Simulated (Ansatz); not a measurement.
# SiNH4ClO (SMILES N[SiH](O)Cl): MP2/6-31G(d) (spherical functions)

What is the vertical ionisation energy of SiNH4ClO at MP2/6-31G* (spherical functions)? 

The results are computed with Ansatz 0.2.0.

128 further runs of the same task are left out: 128 set aside as unsound or not needed.

**1. Starting point**

SiNH4ClO: 8 atoms, total charge 0, spin state singlet. SMILES: `N[SiH](O)Cl`. The shape is that of a PBE0-D4/def2-TZVP optimisation. This is one conformer, not always the lowest.

Bond lengths: N1–Si2 1.700 Å, Si2–O3 1.631 Å, Si2–Cl4 2.058 Å, N1–H5 1.006 Å, N1–H6 1.007 Å, Si2–H7 1.474 Å, O3–H8 0.960 Å. Angles: N1–Si2–O3 111.2°, N1–Si2–Cl4 104.5°, O3–Si2–Cl4 112.6°, N1–Si2–H7 117.4°, O3–Si2–H7 103.8°, Cl4–Si2–H7 107.5°, Si2–N1–H5 120.7°, Si2–N1–H6 121.4°, Si2–O3–H8 116.7°, H5–N1–H6 112.4°.

**2. The energy at MP2/6-31G(d) (spherical functions)**

Contents of molecule.yaml:

```yaml
crystal:
  periodic: [false, false, false]
  atoms:
    - {symbol: "N", position_ang: [-0.749800, 0.885600, -0.289000]}
    - {symbol: Si, position_ang: [0.524400, -0.226200, -0.115300]}
    - {symbol: O, position_ang: [0.551300, -0.861300, 1.386900]}
    - {symbol: Cl, position_ang: [0.173100, -1.641600, -1.566900]}
    - {symbol: H, position_ang: [-1.217200, 0.998000, -1.172700]}
    - {symbol: H, position_ang: [-0.806900, 1.712400, 0.283000]}
    - {symbol: H, position_ang: [1.896700, 0.277200, -0.308600]}
    - {symbol: H, position_ang: [-0.279500, -1.201200, 1.726700]}
basis:
  gaussian: {orbitals: 6-31G_st_-spherical.json}
correlation: {method: mp2, frozen_orbitals: {Cl: 5, H: 0, "N": 1, O: 1, Si: 5}}
accuracy: high
```

The basis set 6-31G* is read from a file made from the Basis Set Exchange's data (not shown).

Run with:

```console
$ ansatz run molecule.yaml --threads 1 --pin off --max-ram 3480MiB --events-out events.jsonl --progress --plain --runs-dir runs
```

Standard output:

```text
Warning: RAYON_NUM_THREADS=1 ignored (pool sized by the plan → 1); use --threads N
Functional definition: HF
  name "HF"
  exchange = exact_x
  correlation = 0
1602 factors; integrals over basis functions are off by at most 3.7e-9 eV
mean field evaluation 1: about -23947.0695 eV, gradient 4.0e1 eV
mean field evaluation 2: about -23947.1602 eV, gradient 4.0e1 eV
mean field evaluation 4: about -23950.3995 eV, gradient 2.8e0 eV
mean field evaluation 8: about -23950.4304 eV, gradient 2.0e-1 eV
mean field evaluation 16: about -23950.4306 eV, gradient 2.3e-8 eV
mean field -23950.43055944 eV, -880.1620888745 hartree, gradient 2.3e-8 eV, S^2 0.000000; 0 other end points of the search recorded, 0 dependent functions left out
12 core orbitals not correlated: weight in the atoms' cores, before any rotation towards them, 1.000 or more for the frozen orbitals, at most 0.000 for the correlated occupied ones
reference -23950.43055944 eV, -880.1620888745 hartree; 13, 13 occupied and 47, 47 virtual orbitals, 1602 factors
second order -14.84186839 eV of doubles, -0.00000000 eV of singles
Total energy: -23965.27242783 eV, -880.7075174776 hartree
```

Wall time 1.3 s (1 thread of Intel Xeon 6975P-C (Granite Rapids), shared host); peak memory 0.19 GiB.

**3. The doublet cation, same level**

Contents of in.yaml:

```yaml
crystal:
  periodic: [false, false, false]
  atoms:
    - symbol: N
      position_ang: [-0.749800, 0.885600, -0.289000]
    - symbol: Si
      position_ang: [0.524400, -0.226200, -0.115300]
    - symbol: O
      position_ang: [0.551300, -0.861300, 1.386900]
    - symbol: Cl
      position_ang: [0.173100, -1.641600, -1.566900]
    - symbol: H
      position_ang: [-1.217200, 0.998000, -1.172700]
    - symbol: H
      position_ang: [-0.806900, 1.712400, 0.283000]
    - symbol: H
      position_ang: [1.896700, 0.277200, -0.308600]
    - symbol: H
      position_ang: [-0.279500, -1.201200, 1.726700]
basis:
  gaussian: {orbitals: 6-31G_st_-spherical.json}
total_charge: 1
magnetization: {spin_polarized: true, initial_magnetization: 1}
correlation: {method: mp2, frozen_orbitals: {Cl: 5, H: 0, "N": 1, O: 1, Si: 5}}
accuracy: high
```

The basis set 6-31G* is read from a file made from the Basis Set Exchange's data (not shown).

Run with:

```console
$ ansatz run in.yaml --threads 1 --pin off --max-ram 3480MiB --events-out events.jsonl --progress --plain --runs-dir runs
```

Standard output, shortened:

```text
Warning: RAYON_NUM_THREADS=1 ignored (pool sized by the plan → 1); use --threads N
[... 2 set-up lines as earlier in the session ...]
[...]
1601 factors; integrals over basis functions are off by at most 3.7e-9 eV
[...]
mean field -23941.14786763 eV, -879.8209562425 hartree, gradient 1.6e-8 eV, S^2 0.759770; 5 other end points of the search recorded, 0 dependent functions left out
12 core orbitals not correlated: weight in the atoms' cores, before any rotation towards them, 1.000 or more for the frozen orbitals, at most 0.000 for the correlated occupied ones
reference -23941.14786763 eV, -879.8209562425 hartree; 13, 12 occupied and 47, 48 virtual orbitals, 1601 factors
second order -13.81970822 eV of doubles, -0.00000000 eV of singles
Total energy: -23954.96757585 eV, -880.3288211523 hartree
```

Wall time 4.2 s (1 thread of Intel Xeon 6975P-C (Granite Rapids), shared host); peak memory 0.31 GiB.

**4. Summary of results**

Level: MP2/6-31G* (spherical functions), 12 core orbitals frozen.

| quantity | value |
| --- | --- |
| singlet SiNH4ClO: total energy | -880.70752 Eh |
| singlet SiNH4ClO: correlation energy (12 core orbitals frozen) | -545.4 mEh |
| doublet cation: total energy | -880.32882 Eh |
| doublet cation: correlation energy (12 core orbitals frozen) | -507.9 mEh |
| doublet cation: ⟨S²⟩ of the reference determinant | 0.760 |
| vertical ionisation energy (to the doublet cation) | 10.305 eV |

What this shows: Removing an electron at fixed nuclei costs 10.30 eV (994 kJ/mol).
